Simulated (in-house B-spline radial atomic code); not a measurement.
**Mn²⁺: ionisation energy by several methods**

The task here is to estimate one member of a computed series from the others.

Program: in-house B-spline radial atomic code version 1. Level of theory: scalar-relativistic (X2C), several functionals, spin-polarised, exact exchange averaged over the configuration; spherical all-electron atom at the radial basis limit. These are calculated values, not measurements, unless marked.

**The system**

| Item | Value |
| --- | --- |
| element | manganese (Z = 25) |
| charge | +2 |
| electrons | 23 |
| configuration | [Ar] 3d5 |
| nucleus | Fermi, rms radius 3.706 fm |

The outer shells:

[Ar] 3d5
```
[Ar] core
3d [↑ ][↑ ][↑ ][↑ ][↑ ]
```

Where spins are not typed, each open shell is filled with up spins first.

Set-up of the first run:

Settings, as recorded:

```ini
Z = 25
electrons = 23.0
configuration = [Ar] 3d5
hamiltonian = x2c
method = b97_1
spin_polarised = True
nucleus = fermi
rms_radius = 3.7057
mass_number = 55
atomic_mass = 54.93804304
speed_of_light = 137.035999084
exact_exchange = averaged over the configuration
```

Command:

```bash
> python run_scf.py task.json out
```

task.json lists these runs, among others, and the program works through them in turn.

Steps of the session up to this table: B97-1, a global hybrid; PBE0, a global hybrid; r2SCAN0, a global hybrid; HSE06, a range-separated hybrid; LC-ωPBE, a range-separated hybrid; CAM-B3LYP, a range-separated hybrid.

One of the session's tables, all rows but one given; the rest of the session is left out.

```
   method  ΔSCF (eV)
    B97-1     33.727
     PBE0     33.945
  r2SCAN0     34.205
    HSE06     33.919
  LC-ωPBE     33.991
CAM-B3LYP          ?
```

**Question.** Estimate the row for CAM-B3LYP.

The run gave: ΔSCF (eV): 33.941. In the column «ΔSCF (eV)» it lies between HSE06 (33.919) and PBE0 (33.945).
